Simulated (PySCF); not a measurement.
# C26H22O2: electronic excitations

Aim: compute the electronic excitations of C26H22O2 (`COc1ccccc1-c1ccccc1-c1ccccc1-c1ccccc1OC`).

Computed with PySCF 2.14.0 and routines of our own; the level stands in each step. Atoms count from 0.

### Step 1. The system as given

50 atoms, charge 0, multiplicity 1; geometry from: GFN2-xTB.

### Step 2. Electronic excitations: TDA LC-wPBE/6-31G*

The job: settings as JSON, then the geometry in Å.

```
{"job": {"kind": "uv", "basis": "6-31G*", "grid": 1, "kgrid": 0, "vcut": 1.5, "nstates": 5, "ntriplets": 2, "tda": true, "delta": ["ip_vertical"], "pop": false, "xc": "LC-wPBE"}, "charge": 0, "multiplicity": 1}
C      2.244190     0.378313    -2.750785
O      2.068271     0.008758    -1.407518
C      1.605661     0.938063    -0.527035
C      1.470792     2.288753    -0.821513
C      1.068192     3.184311     0.154256
C      0.787632     2.745378     1.434059
C      0.907402     1.399696     1.728781
C      1.301932     0.480699     0.766012
C      1.430725    -0.937459     1.146503
C      2.158541    -1.244941     2.293894
C      2.304720    -2.548777     2.727289
C      1.718783    -3.578154     2.010211
C      1.002294    -3.288807     0.865623
C      0.841272    -1.978802     0.421592
C      0.066265    -1.769952    -0.816414
C      0.485860    -2.448544    -1.957708
C     -0.177199    -2.304299    -3.160216
C     -1.294351    -1.488646    -3.230022
C     -1.732765    -0.826174    -2.100122
C     -1.064441    -0.947991    -0.884382
C     -1.591878    -0.267037     0.312331
C     -1.767947    -0.970502     1.496066
C     -2.274730    -0.358826     2.628845
C     -2.622423     0.976854     2.582551
C     -2.468264     1.698038     1.410692
C     -1.954760     1.091509     0.272268
O     -1.756409     1.742335    -0.910776
C     -2.114204     3.097645    -1.000876
H      1.317029     0.767642    -3.183198
H      3.043124     1.118990    -2.867737
H      2.524505    -0.537383    -3.269458
H      1.685107     2.657622    -1.812002
H      0.983350     4.232570    -0.094314
H      0.472203     3.440336     2.198182
H      0.666562     1.040075     2.718271
H      2.630782    -0.440127     2.839918
H      2.874894    -2.762956     3.619670
H      1.822815    -4.602086     2.337585
H      0.536161    -4.088017     0.305738
H      1.363953    -3.075782    -1.895019
H      0.171412    -2.828116    -4.038721
H     -1.828166    -1.375956    -4.162715
H     -2.618320    -0.212083    -2.151555
H     -1.514719    -2.019621     1.525241
H     -2.401118    -0.925864     3.538800
H     -3.020983     1.468882     3.457639
H     -2.750491     2.738658     1.397684
H     -3.190498     3.240564    -0.851395
H     -1.560118     3.707620    -0.281303
H     -1.847365     3.407056    -2.010792
```

Level: TDA LC-wPBE/6-31G*, vertical, gas phase, core orbitals frozen in the response, virtual orbitals cut by energy.

Run with:

```
OMP_NUM_THREADS=2 python large_run.py task.json out
```

The driver reads the jobs from task.json and runs them one after another.

Output:

```text
start: PBE on a coarse grid of 40827 points
cycle   1  E = -1152.9491935961  dE =  4.604e+00  |g| = 1.122e+00  |ddm| = 7.836e+00
cycle   2  E = -1152.5832460949  dE =  3.659e-01  |g| = 1.719e+00  |ddm| = 3.616e+00
cycle   3  E = -1153.2491603951  dE = -6.659e-01  |g| = 3.643e-01  |ddm| = 2.447e+00
cycle   4  E = -1153.2746954482  dE = -2.554e-02  |g| = 1.134e-01  |ddm| = 4.614e-01
cycle   5  E = -1153.2760601153  dE = -1.365e-03  |g| = 8.009e-02  |ddm| = 1.913e-01
cycle   6  E = -1153.2777878829  dE = -1.728e-03  |g| = 2.102e-02  |ddm| = 1.166e-01
cycle   7  E = -1153.2778847482  dE = -9.687e-05  |g| = 9.236e-03  |ddm| = 3.245e-02
final grid: 176305 points
cycle   8  E = -1153.5856899806  dE = -2.525e-02  |g| = 7.135e-02  |ddm| = 1.033e+00
cycle   9  E = -1153.5870556528  dE = -1.366e-03  |g| = 5.463e-02  |ddm| = 2.063e-01
cycle  10  E = -1153.5876580098  dE = -6.024e-04  |g| = 1.683e-02  |ddm| = 6.356e-02
cycle  11  E = -1153.5877469563  dE = -8.895e-05  |g| = 2.747e-03  |ddm| = 3.610e-02
cycle  12  E = -1153.5877506552  dE = -3.699e-06  |g| = 1.382e-03  |ddm| = 5.744e-03
cycle  13  E = -1153.5877530775  dE = -2.422e-06  |g| = 6.567e-04  |ddm| = 2.963e-03
cycle  14  E = -1153.5877525478  dE =  5.298e-07  |g| = 2.138e-04  |ddm| = 1.446e-03
cycle  15  E = -1153.5877510958  dE =  1.452e-06  |g| = 7.818e-05  |ddm| = 4.948e-04
converged SCF energy = -1153.5877510958
Vertical ionisation energy (delta-SCF) = 7.4801 eV   <S^2> = 0.792

Static polarisability (au): isotropic 245.241, principal 164.117 283.206 288.400

Singlet excitations
state   eV       nm        f      main configurations
  1   5.2579    235.8   0.08860   H->L 0.27, H->L+1 0.16, H-1->L+1 0.14
  2   5.2977    234.0   0.10311   H->L+1 0.21, H-1->L 0.20, H-2->L+1 0.09
  3   5.4446    227.7   0.00542   H-2->L+1 0.14, H->L+1 0.09
  4   5.5144    224.8   0.00844   H-3->L 0.13, H-2->L+2 0.12, H->L+2 0.09
  5   5.5861    222.0   0.07812   H-2->L 0.37, H->L 0.12

Triplet excitations (Tamm-Dancoff, eV): 3.5905 3.7279
```

It took 3.8 min on 2 threads of Arm Neoverse N1, shared host; peak memory 1.6 GiB.

Frontier orbitals and where they lie:

```
orbital     eV                         atoms
 HOMO−4  -9.22     C3 15 %, C6 12 %, C9 12 %
 HOMO−3  -9.06  C15 19 %, C18 19 %, C24 10 %
 HOMO−2  -8.45     C24 9 %, C13 8 %, C17 7 %
 HOMO−1  -8.22     C7 17 %, O1 15 %, C5 13 %
   HOMO  -8.07  C20 15 %, O26 13 %, C25 11 %
   LUMO   1.64    C13 11 %, C8 10 %, C10 9 %
 LUMO+1   1.76    C23 12 %, C16 9 %, C20 8 %
 LUMO+2   2.36    C9 17 %, C12 17 %, C18 7 %
 LUMO+3   2.70     C5 12 %, C2 10 %, C21 9 %
```

With each of the 5 states as a Gaussian band of 0.4 eV half-width at 1/e, the curve within the window shown has maxima at 232 nm (ε 10,000) L/(mol cm). Beyond the last state computed it falls off for lack of states. The curve at chosen wavelengths:

| nm | ε (L/mol/cm) |
| --- | --- |
| 211 | 2795 |
| 213 | 3614 |
| 215 | 4520 |
| 218 | 5974 |
| 220 | 6946 |
| 222 | 7864 |
| 224 | 8684 |
| 226 | 9360 |
| 229 | 10034 |
| 231 | 10223 |
| 233 | 10197 |
| 235 | 9963 |
| 237 | 9541 |
| 240 | 8623 |
| 242 | 7875 |
| 244 | 7064 |
| 246 | 6227 |
| 248 | 5399 |
| 251 | 4230 |
| 253 | 3527 |
| 255 | 2898 |
| 257 | 2349 |
| 259 | 1878 |
| 262 | 1311 |
| 264 | 1017 |
| 266 | 779 |

Further results of this job:

```
           property  computed
  dipole moment (D)      2.27
polarisability (Å³)     36.34
 HOMO–LUMO gap (eV)      9.71
      −ε(HOMO) (eV)      8.07
```

### Step 3. Electronic excitations: TDDFT PBE/6-31G*

Settings changed since step 2:

```diff
@@ -1,2 +1,2 @@
-{"job": {"kind": "uv", "basis": "6-31G*", "grid": 1, "kgrid": 0, "vcut": 1.5, "nstates": 5, "ntriplets": 2, "tda": true, "delta": ["ip_vertical"], "pop": false, "xc": "LC-wPBE"}, "charge": 0, "multiplicity": 1}
+{"job": {"kind": "uv", "basis": "6-31G*", "grid": 1, "kgrid": 0, "vcut": null, "nstates": 5, "ntriplets": 2, "tda": false, "delta": ["ip_vertical"], "pop": false, "xc": "PBE"}, "charge": 0, "multiplicity": 1}
 C      2.244190     0.378313    -2.750785
```

Level: TDDFT PBE/6-31G*, vertical, gas phase, core orbitals frozen in the response.

Output:

```text
start: PBE on a coarse grid of 40827 points
cycle   1  E = -1152.9491935961  dE =  4.604e+00  |g| = 1.122e+00  |ddm| = 7.836e+00
cycle   2  E = -1152.5832460949  dE =  3.659e-01  |g| = 1.719e+00  |ddm| = 3.616e+00
cycle   3  E = -1153.2491603951  dE = -6.659e-01  |g| = 3.643e-01  |ddm| = 2.447e+00
cycle   4  E = -1153.2746954481  dE = -2.554e-02  |g| = 1.134e-01  |ddm| = 4.614e-01
cycle   5  E = -1153.2760601153  dE = -1.365e-03  |g| = 8.009e-02  |ddm| = 1.913e-01
cycle   6  E = -1153.2777878829  dE = -1.728e-03  |g| = 2.102e-02  |ddm| = 1.166e-01
cycle   7  E = -1153.2778847482  dE = -9.687e-05  |g| = 9.236e-03  |ddm| = 3.245e-02
final grid: 176305 points
cycle   8  E = -1152.9551081680  dE = -1.050e-04  |g| = 3.654e-02  |ddm| = 1.648e-01
cycle   9  E = -1152.9536173789  dE =  1.491e-03  |g| = 8.458e-02  |ddm| = 1.376e-01
cycle  10  E = -1152.9554076708  dE = -1.790e-03  |g| = 1.286e-02  |ddm| = 1.063e-01
cycle  11  E = -1152.9554489203  dE = -4.125e-05  |g| = 3.786e-03  |ddm| = 1.717e-02
cycle  12  E = -1152.9554515992  dE = -2.679e-06  |g| = 1.311e-03  |ddm| = 5.574e-03
cycle  13  E = -1152.9554525985  dE = -9.993e-07  |g| = 4.947e-04  |ddm| = 2.098e-03
cycle  14  E = -1152.9554511439  dE =  1.455e-06  |g| = 1.020e-04  |ddm| = 6.407e-04
cycle  15  E = -1152.9554520827  dE = -9.388e-07  |g| = 6.699e-05  |ddm| = 2.121e-04
converged SCF energy = -1152.9554520827

Static polarisability (au): isotropic 265.898, principal 179.513 305.301 312.881

Singlet excitations
state   eV       nm        f      main configurations
  1   3.5612    348.2   0.00354   H->L 0.89, H->L+1 0.09
  2   3.6969    335.4   0.00269   H-1->L 0.65, H-1->L+1 0.18, H->L+1 0.14
  3   3.8593    321.3   0.04585   H->L+1 0.63, H-1->L 0.10
  4   3.9326    315.3   0.03543   H-1->L+1 0.61, H-1->L 0.15, H-2->L 0.11
  5   4.0982    302.5   0.01795   H->L+2 0.39, H-2->L 0.28, H-2->L+1 0.15

Triplet excitations (Tamm-Dancoff, eV): 3.3483 3.4542
```

Run time: 2.3 min. Hardware: 2 threads of Arm Neoverse N1, shared host; peak memory 1.5 GiB.

Warnings kept with the result: ip_vertical: open-shell SCF did not converge.

### Step 4. Outcome

| quantity | value |
| --- | --- |
| lowest singlet (LC-wPBE/6-31G*) | 5.26 eV (236 nm), f = 0.089 |
| brightest single state of those computed | state 2, 5.30 eV, f = 0.103 |
| lowest triplet | 3.59 eV |

**Reading.** The first singlet state (HOMO→LUMO 0.27, HOMO→LUMO+1 0.16) lies at 5.26 eV and is bright; of the 5 states computed, the strongest absorption comes from state 2 at 5.30 eV (the last state computed is bright too, and its partners may lie past the list). The lowest triplet lies 1.67 eV below the lowest singlet.
